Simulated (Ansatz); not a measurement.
# SiO2: the cost of one run

Program: Ansatz 0.2.0. Level of theory: DFT PBE, scalar-relativistic, plane waves, PAW. These are calculated values, not measurements.

**1. The starting structure**

Symmetry: P4_2/mnm, No. 136, tetragonal system. The conventional cell has a = 4.236 Å, b = 4.236 Å, c = 2.690 Å, α = 90.00°, β = 90.00°, γ = 90.00°. Around Si (site symmetry mmm) lie 6 O at 1.77 to 1.84 Å. Around O (site symmetry m2m) lie 3 Si at 1.77 to 1.84 Å.

Coordinates:

```
Si O
1.0
     4.23612    0.00000    0.00000
     0.00000    4.23612    0.00000
     0.00000    0.00000    2.69048
Si O
2 4
Cartesian
  2.1181 2.1181 1.3452
  0.0000 0.0000 0.0000
  2.9357 2.9357 0.0000
  0.8176 3.4185 1.3452
  1.3004 1.3004 0.0000
  3.4185 0.8176 1.3452
```

It goes back to an entry of the Materials Project, which need not be the stable form.

This cell was relaxed beforehand with the same method: volume 8.05 Å³/atom, gap on the mesh 5.04 eV.

**2. The cell scaled to 0.97 of its volume**

The input, input.yaml:

```yaml
crystal:
  lattice:
    - [4.1933245494, 0.0, 0.0]
    - [0.0, 4.1933245494, 0.0]
    - [0.0, 0.0, 2.6632997002]
  atoms:
    - { symbol: Si, position: [0.5, 0.5, 0.5] }
    - { symbol: Si, position: [0.0, 0.0, 0.0] }
    - { symbol: O, position: [0.6930152166, 0.6930152166, 0.0] }
    - { symbol: O, position: [0.1930152166, 0.8069847834, 0.5] }
    - { symbol: O, position: [0.3069847834, 0.3069847834, 0.0] }
    - { symbol: O, position: [0.8069847834, 0.1930152166, 0.5] }
basis:
  ecutwfc: 420
kpoints:
  mp_grid: { grid: [6, 6, 8] }
hamiltonian:
  xc: pbe
scf:
  occupations: { method: gaussian, width: 0.02 }
output:
  forces: true
  stress: true
  eigenvalues: true
relax:
  adjacent_minimum: "off"
  f_tol: 0.01
  max_steps: 30
  cell: { stress_tol: 0.1, fix: [volume] }
```

What time and memory should one allow on 1 thread of an x86-64 CPU, shared host?

About 16 s, with a peak of 0.4 GiB.
